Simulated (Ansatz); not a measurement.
# Cl₂FH₂HfN: a ladder of functionals and wavefunction methods

The task here is to estimate one member of a computed series from the others.

Program: Ansatz 0.2.0, Gaussian basis. Level of theory: functionals in def2-TZVPP, the program's frozen cores in correlated methods. These are calculated values, not measurements.

The runs, in order: LDA (SPW92), PBE-D4, revPBE-D4, BLYP-D4, r2SCAN-D4, B97M-V, PBE0-D4, B3LYP-D4, r2SCANh-D4, r2SCAN0-D4, HSE06-D4, BHLYP-D4, CAM-B3LYP-D4, LC-ωPBE, ωB97X-V, ωB97M-V, B2PLYP, PBE-QIDH; CCSD(T)/def2-SVP; CCSD(T)/def2-TZVPP; MP2/def2-QZVPP; extrapolation to the limit; RPA on PBE.

## The relaxed structure

The geometry comes from an earlier relaxation with PBE0-D4 in a triple-zeta def2 set; it is a stationary point, not always the lowest conformer. Hf takes the def2 core potential; no spin-orbit term is included.

SMILES `[NH2][Hf]([F])([Cl])[Cl]`, 7 atoms, charge 0, spin multiplicity 1.

Atoms are counted from 1 here; the program's logs count them from 0.

Bond lengths: N1–Hf2 2.001 Å, N1–H6 1.011 Å, N1–H7 1.011 Å, Hf2–F3 1.892 Å, Hf2–Cl4 2.349 Å, Hf2–Cl5 2.349 Å. Angles: Hf2–N1–H6 125.8°, Hf2–N1–H7 125.2°, H6–N1–H7 109.0°, N1–Hf2–F3 105.6°, N1–Hf2–Cl4 109.0°, N1–Hf2–Cl5 109.0°, F3–Hf2–Cl4 111.9°, F3–Hf2–Cl5 111.9°, Cl4–Hf2–Cl5 109.3°.

Set-up of the first run:

Input file in.yaml:

```yaml
crystal:
  periodic: [false, false, false]
  atoms:
    - {symbol: N, position_ang: [-0.113441, 1.251052, 0.058827]}
    - {symbol: Hf, position_ang: [-0.009344, -0.742334, -0.076959]}
    - {symbol: F, position_ang: [-1.688510, -1.294630, -0.750222]}
    - {symbol: Cl, position_ang: [0.418086, -1.633134, 2.054159]}
    - {symbol: Cl, position_ang: [1.747659, -1.320651, -1.524853]}
    - {symbol: H, position_ang: [0.623128, 1.860586, 0.388062]}
    - {symbol: H, position_ang: [-0.916279, 1.811111, -0.194614]}
basis:
  gaussian: {orbitals: def2-TZVPP}
hamiltonian: {xc: lda}
output: {orbitals: {seedname: orbitals}}
```

Started as:

```console
ansatz run in.yaml --threads 4 --pin off --events-out ev --progress --plain --max-ram 10444MiB
```

Among the steps run: LDA; PBE-D4 (GGA); revPBE-D4 (GGA); BLYP-D4 (GGA); r2SCAN-D4 (meta-GGA); B97M-V (meta-GGA); PBE0-D4 (hybrid); B3LYP-D4 (hybrid); r2SCANh-D4 (hybrid); r2SCAN0-D4 (hybrid); HSE06-D4 (hybrid); BHLYP-D4 (hybrid); CAM-B3LYP-D4 (range-separated); LC-ωPBE (range-separated); ωB97X-V (range-separated); ωB97M-V (range-separated); B2PLYP (double hybrid); PBE-QIDH (double hybrid).

One of the session's tables, all rows but one given; the rest of the session is left out.

It belongs to the step «Frontier levels by functional». 

```
  functional  HOMO (eV)  gap (eV)
 LDA (SPW92)      -7.09      4.69
      PBE-D4          ?         ?
   revPBE-D4      -6.81      4.79
     BLYP-D4      -6.74      4.75
   r2SCAN-D4      -7.21      5.30
      B97M-V      -7.24      5.39
     PBE0-D4      -8.29      7.05
    B3LYP-D4      -8.03      6.56
  r2SCANh-D4      -7.73      6.14
  r2SCAN0-D4      -8.52      7.41
    HSE06-D4      -7.89      6.26
    BHLYP-D4      -9.57      9.36
CAM-B3LYP-D4      -9.69      9.58
     LC-ωPBE     -11.12     12.21
     ωB97X-V     -10.72     11.71
     ωB97M-V     -10.59     11.36
```

Q: Estimate the row for PBE-D4 from the others.

**Answer.** HOMO (eV): -6.89; gap (eV): 4.76. In the column «HOMO (eV)» it lies between LDA (SPW92) (-7.09) and revPBE-D4 (-6.81).
